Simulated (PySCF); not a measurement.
# BI3 (BI3): the cost of one run

Computed with PySCF 2.14.0, with density-fitted response routines of our own, on a single molecule in the gas phase. Atoms are numbered from 0 throughout.

### 1 Starting geometry

4 atoms, charge 0, multiplicity 1; geometry from: GFN2-xTB. The atoms were then displaced at random by about 0.03 Å, so the start is not that level's minimum.

Bonds of the start (Å): B0–I1 2.03, B0–I2 2.23, B0–I3 2.02.

### 2 Relaxing the molecule at PBE0-D3(BJ)/def2-SVP

What the job is given:

```
{"job": {"xc": "PBE0", "basis": "def2-SVP", "d3": "d3bj", "grid": 1, "maxiter": 40, "shake": 0.03, "kind": "geom"}, "charge": 0, "multiplicity": 1}
B      0.061160    -0.076630     0.026040
I      2.090870    -0.041730     0.002590
I     -1.090260     1.832450    -0.047970
I     -0.978480    -1.804530    -0.011140
```

On the command line:

```console
> OMP_NUM_THREADS=1 python probes_run.py task.json out
```

The driver reads the jobs from task.json and runs them one after another.

**Question.** How long does this first job take on 1 thread of Intel Xeon Platinum 8259CL at 2.50GHz, shared host, and how much memory does it need?

About 71 s, with a peak of 0.38 GiB.
